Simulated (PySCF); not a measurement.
# C5H7FO2S: the cost of one run

Computed with PySCF 2.14.0 and routines of our own; the level stands in each step. Atoms count from 0.

## Step 1: The system as given

16 atoms, charge 0, multiplicity 1; geometry from: GFN2-xTB.

## Step 2: Magnetic properties: GIAO KT3/pcSseg-1

Job settings and geometry (Å):

```
{"job": {"kind": "mag", "xc": "KT3", "basis": "pcSseg-1", "isotopologues": 0}, "charge": 0, "multiplicity": 1}
O      1.736434     0.697905    -0.678444
C      2.047399    -0.023629     0.225831
O      3.175577     0.128605     0.927635
C      1.260425    -1.201524     0.747738
S     -0.242184    -1.546575    -0.217462
C     -1.320974    -0.279377     0.447937
F     -1.558262    -0.469612     1.784735
C     -1.281477     1.131106    -0.039325
C     -2.446106     0.243264    -0.381805
H      3.684151     0.887103     0.598220
H      1.879849    -2.097252     0.704443
H      0.977336    -1.025923     1.786505
H     -1.432542     1.906193     0.697397
H     -0.564930     1.372085    -0.808372
H     -2.535387    -0.128090    -1.390268
H     -3.386908     0.414665     0.118792
```

Level: GIAO KT3/pcSseg-1 magnetisability, rotational g tensor and spin-rotation constants, non-relativistic, gas phase.

The run is started by

```bash
> OMP_NUM_THREADS=1 python excited_run.py task.json out
```

This one command runs all jobs of the session in turn.

**Question.** How long does this first job take on 1 thread of AMD EPYC 9R14, shared host, and how much memory does it need?

About 39 s, with a peak of 0.69 GiB.
